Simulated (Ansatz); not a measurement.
# CH₃BrFIn: how energies converge with the basis set

The task here is to estimate one member of a computed series from the others.

The runs use Ansatz 0.2.0, Gaussian basis; one geometry, several basis sets.

The runs, in order: PBE0-D4/def2-SVP; ωB97M-V/def2-SVP; PBE0-D4/def2-QZVPP; ωB97M-V/def2-QZVPP; the functionals' def2-TZVPP values are taken from earlier runs.

## The geometry

An earlier PBE0-D4 in a triple-zeta def2 set relaxation fixed the geometry. In takes the def2 core potential; no spin-orbit term is included.

SMILES `[CH3][In]([F])[Br]`, 7 atoms, charge 0, spin multiplicity 1.

Atoms are counted from 1 here; the program's logs count them from 0.

Bond lengths: C1–In2 2.124 Å, C1–H5 1.089 Å, C1–H6 1.089 Å, C1–H7 1.088 Å, In2–F3 1.949 Å, In2–Br4 2.454 Å. Angles: In2–C1–H5 109.0°, In2–C1–H6 108.9°, In2–C1–H7 109.0°, H5–C1–H6 109.2°, H5–C1–H7 110.3°, H6–C1–H7 110.3°, C1–In2–F3 120.7°, C1–In2–Br4 129.9°, F3–In2–Br4 109.5°.

The first run:

Contents of in.yaml:

```yaml
crystal:
  periodic: [false, false, false]
  atoms:
    - {symbol: C, position_ang: [-0.335637, 0.995310, 0.404745]}
    - {symbol: In, position_ang: [0.354482, -0.864970, -0.353391]}
    - {symbol: F, position_ang: [2.261747, -1.209500, -0.556250]}
    - {symbol: Br, position_ang: [-0.914815, -2.832386, -1.089632]}
    - {symbol: H, position_ang: [-0.996761, 1.454783, -0.329062]}
    - {symbol: H, position_ang: [-0.889817, 0.818118, 1.325827]}
    - {symbol: H, position_ang: [0.520801, 1.638655, 0.597773]}
basis:
  gaussian: {orbitals: def2-SVP}
hamiltonian: {xc: pbe0, dispersion: d4}
output: {orbitals: {seedname: orbitals}}
```

The run is started by

```console
ansatz run in.yaml --threads 4 --pin off --events-out ev --progress --plain --max-ram 10444MiB
```

Steps of the session up to this table: PBE0-D4 in def2-SVP; ωB97M-V in def2-SVP; PBE0-D4 in def2-QZVPP; ωB97M-V in def2-QZVPP.

One table of the session follows, with a row left open; its other results are not shown here.

It belongs to the step «Functionals by basis». 

```
functional       basis  HOMO (eV)  LUMO (eV)
   PBE0-D4    def2-SVP      -8.20      -1.51
   PBE0-D4  def2-TZVPP      -8.31      -1.70
   PBE0-D4  def2-QZVPP          ?          ?
   ωB97M-V    def2-SVP     -10.39       0.32
   ωB97M-V  def2-TZVPP     -10.52       0.09
   ωB97M-V  def2-QZVPP     -10.54      -0.10
```

Q: Estimate the row for PBE0-D4, def2-QZVPP from the others.

The run gave: HOMO (eV): -8.33; LUMO (eV): -1.77. In the column «HOMO (eV)» it lies between ωB97M-V, def2-SVP (-10.39) and PBE0-D4, def2-TZVPP (-8.31).
